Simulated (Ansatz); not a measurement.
**GeSe: taking an electron away**

The task here is to estimate one member of a computed series from the others.

Method: unrestricted cation, the program's frozen cores in correlated methods; program: Ansatz 0.2.0, Gaussian basis.

The runs, in order: UKS PBE-D4/def2-TZVPP; UKS r2SCAN-D4/def2-TZVPP; UKS PBE0-D4/def2-TZVPP; UKS B3LYP-D4/def2-TZVPP; UKS wB97X-V/def2-TZVPP; UKS wB97M-V/def2-TZVPP; UKS B2PLYP/def2-TZVPP; UHF-CCSD(T)/def2-TZVPP; UHF-MP2/def2-QZVPP; extrapolation to the limit; then −ε(HOMO) from the neutral's earlier runs with LDA (SPW92), PBE-D4, revPBE-D4, BLYP-D4, r2SCAN-D4, B97M-V, PBE0-D4, B3LYP-D4, r2SCANh-D4, r2SCAN0-D4, HSE06-D4, BHLYP-D4, CAM-B3LYP-D4, LC-ωPBE, ωB97X-V, ωB97M-V.

### Structure used throughout

All runs share one geometry, relaxed beforehand with PBE0-D4 in a triple-zeta def2 set.

SMILES `[Ge-]#[Se+]`, 2 atoms, charge 0, spin multiplicity 1.

Atoms are counted from 1 here; the program's logs count them from 0.

Bond lengths: Ge1–Se2 2.140 Å.

The first run:

File in.yaml:

```yaml
crystal:
  periodic: [false, false, false]
  atoms:
    - {symbol: Ge, position_ang: [0.000000, -0.000000, -0.002836]}
    - {symbol: Se, position_ang: [-0.000000, 0.000000, 2.137465]}
basis:
  gaussian: {orbitals: def2-TZVPP}
total_charge: 1
magnetization: {spin_polarized: true, initial_magnetization: 1}
hamiltonian: {xc: pbe, dispersion: d4}
```

The run is started by

```bash
ansatz run in.yaml --threads 4 --pin off --events-out ev --progress --plain --max-ram 10444MiB
```

Among the steps run: Cation, UKS PBE-D4/def2-TZVPP; Cation, UKS r2SCAN-D4/def2-TZVPP; Cation, UKS PBE0-D4/def2-TZVPP; Cation, UKS B3LYP-D4/def2-TZVPP; Cation, UKS wB97X-V/def2-TZVPP; Cation, UKS wB97M-V/def2-TZVPP; Cation, UKS B2PLYP (frozen core)/def2-TZVPP; Cation, UHF-CCSD(T)/def2-TZVPP; Cation, UHF-MP2/def2-QZVPP.

One table of the session follows, with a row left open; its other results are not shown here.

For comparison, −ε(HOMO) of the neutral from earlier runs:

```
  functional  −ε(HOMO) (eV)
 LDA (SPW92)           6.78
      PBE-D4           6.60
   revPBE-D4           6.54
     BLYP-D4           6.39
   r2SCAN-D4           6.91
      B97M-V           6.73
     PBE0-D4           7.59
    B3LYP-D4           7.34
  r2SCANh-D4           7.26
  r2SCAN0-D4           7.79
    HSE06-D4              ?
    BHLYP-D4           8.36
CAM-B3LYP-D4           8.72
     LC-ωPBE          10.01
     ωB97X-V           9.69
     ωB97M-V           9.56
```

Q: Estimate the row for HSE06-D4 from the others.

**Answer.** −ε(HOMO) (eV): 7.20. In the column «−ε(HOMO) (eV)» it lies between r2SCAN-D4 (6.91) and r2SCANh-D4 (7.26).
